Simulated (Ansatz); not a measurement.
Predict the output of the script below (Ansatz 0.2.0, Python API).

`c3h9gen.xyz`
```text
14

N     2.55060    0.34810    0.13550
Ge    1.10370   -0.44500   -0.73150
C    -0.53320    0.51330   -0.26440
C    -1.15290    0.07610    1.05120
C    -1.78350   -0.34830   -0.26480
H     2.55390    1.35400   -0.14550
H     2.33800    0.32210    1.15770
H     0.99250   -1.92760   -0.29280
H     1.31800   -0.37570   -2.26480
H    -0.68470    1.58090   -0.52940
H    -0.63230   -0.74590    1.58730
H    -1.71440    0.87280    1.58320
H    -2.71850    0.19720   -0.51260
H    -1.63710   -1.42200   -0.50910
```

Script `opt_c3h9gen.py`:
```python
"""Relax the C3H9GeN molecule."""

import ansatz
import numpy as np
import pandas as pd

molecule = ansatz.Crystal.molecule_from_extxyz("c3h9gen.xyz")

setup = (
    molecule.calculation()
    .basis(gaussian="def2-SVP")
    .functional("PBE0")
)
symbols = [site.symbol for site in molecule.cartesian_sites]
start = np.array([site.position_ang for site in molecule.cartesian_sites], dtype=float)
def progress(event):
    if event["event"] == "relax_step":
        row = event["data"]
        print(f"step {row['step']:3d}  E = {row['lagrangian_ev']:.6f} eV  max force {row['allowed_force_max_ev_ang']:.4f} eV/A")


report = setup.relax(force_tolerance=0.02).session().plan().execute(on_event=progress).report
end = np.array(report["positions_ang"])

for key in ("converged", "free_energy_ev", "reference_energy_ev", "n_frozen", "n_occupied", "n_virtual"):
    print(f"{key:22s} {report[key]}")

print("bond        before    after (A)")
for i, j in [(0, 1), (0, 5), (0, 6), (1, 2), (1, 7), (1, 8), (2, 3), (2, 4), (2, 9), (3, 4), (3, 10), (3, 11), (4, 12), (4, 13)]:
    d0, d1 = (np.linalg.norm(xyz[i] - xyz[j]) for xyz in (start, end))
    print(f"{symbols[i]}{i}-{symbols[j]}{j}".ljust(10), f"{d0:8.4f} {d1:8.4f}")
for i, j, k in [(1, 0, 5), (1, 0, 6), (5, 0, 6), (0, 1, 2), (0, 1, 7), (0, 1, 8), (2, 1, 7), (2, 1, 8)]:
    u, v = end[i] - end[j], end[k] - end[j]
    print(f"angle {symbols[i]}{i}-{symbols[j]}{j}-{symbols[k]}{k}: {np.degrees(np.arccos(np.clip(u @ v / np.linalg.norm(u) / np.linalg.norm(v), -1, 1))):.2f} deg")

charges = report["charge_distribution"]
table = pd.DataFrame({"atom": symbols, "mulliken": charges["mulliken_charges_e"], "lowdin": charges["lowdin_charges_e"]})
print(table.round(3).to_string())
print("dipole (e A):", np.round(charges["dipole_moment_e_ang"], 4) + 0.0)
with open("c3h9gen_opt.xyz", "w") as handle:
    handle.write(f"{len(symbols)}\nrelaxed C3H9GeN\n")
    handle.writelines(f"{s:2s} {x:11.6f} {y:11.6f} {z:11.6f}\n" for s, (x, y, z) in zip(symbols, end))
```

`python opt_c3h9gen.py` gives:
```text
step   1  E = -61241.841173 eV  max force 0.9227 eV/A
step   2  E = -61242.063139 eV  max force 0.6999 eV/A
step   3  E = -61242.105899 eV  max force 0.4029 eV/A
step   4  E = -61242.117527 eV  max force 0.1146 eV/A
step   5  E = -61242.119283 eV  max force 0.1425 eV/A
step   6  E = -61242.120462 eV  max force 0.0329 eV/A
step   7  E = -61242.120601 eV  max force 0.0063 eV/A
converged              True
free_energy_ev         -61242.1206326012
reference_energy_ev    -61242.1206326012
n_frozen               0
n_occupied             [33, 33]
n_virtual              [100, 100]
bond        before    after (A)
N0-Ge1       1.8639   1.8406
N0-H5        1.0444   1.0168
N0-H6        1.0444   1.0170
Ge1-C2       1.9534   1.9467
Ge1-H7       1.5501   1.5445
Ge1-H8       1.5498   1.5418
C2-C3        1.5185   1.5081
C2-C4        1.5184   1.5080
C2-H9        1.1104   1.0961
C3-C4        1.5197   1.4942
C3-H10       1.1109   1.0954
C3-H11       1.1104   1.0939
C4-H12       1.1105   1.0938
C4-H13       1.1108   1.0952
angle Ge1-N0-H5: 114.16 deg
angle Ge1-N0-H6: 114.46 deg
angle H5-N0-H6: 108.12 deg
angle N0-Ge1-C2: 116.05 deg
angle N0-Ge1-H7: 107.06 deg
angle N0-Ge1-H8: 105.70 deg
angle C2-Ge1-H7: 106.61 deg
angle C2-Ge1-H8: 110.40 deg
   atom  mulliken  lowdin
0     N    -0.405   0.046
1    Ge     0.499   0.108
2     C    -0.339  -0.141
3     C    -0.083  -0.008
4     C    -0.079  -0.003
5     H     0.127   0.006
6     H     0.127   0.006
7     H    -0.090  -0.053
8     H    -0.079  -0.054
9     H     0.068   0.025
10    H     0.064   0.017
11    H     0.061   0.016
12    H     0.063   0.016
13    H     0.067   0.018
dipole (e A): [-0.1803  0.2809  0.1568]
```

It writes `c3h9gen_opt.xyz`:
```text
14
relaxed C3H9GeN
N     2.616082    0.349033    0.087495
Ge    1.115969   -0.368279   -0.701861
C    -0.581029    0.452801   -0.216249
C    -1.279875    0.052835    1.058890
C    -1.847961   -0.363989   -0.258713
H     2.862502    1.275206   -0.252146
H     2.581658    0.383522    1.103302
H     1.034000   -1.845912   -0.260018
H     1.351060   -0.257776   -2.221627
H    -0.688867    1.504370   -0.505927
H    -0.822812   -0.717957    1.688955
H    -1.799650    0.831260    1.624974
H    -2.761239    0.125648   -0.608834
H    -1.779739   -1.420761   -0.538242
```

Caveats:
- Total energies depend on the basis set; only differences at equal settings carry meaning.
- The end point is the stationary point reached from this start; no frequency run checks that it is a minimum, and the basis set is modest.
- The Löwdin charges here are taken after orthogonalising the functions within each atom; they differ from plain Löwdin charges, and their signs can be unphysical.
- Hardware and time: 93 s on 1 thread of Intel(R) Xeon(R) Platinum 8259CL CPU @ 2.50GHz (Skylake/Cascade Lake) (shared host), peak memory 0.48 GiB.

(Lines on the test bed's own set-up are left out of the output.)
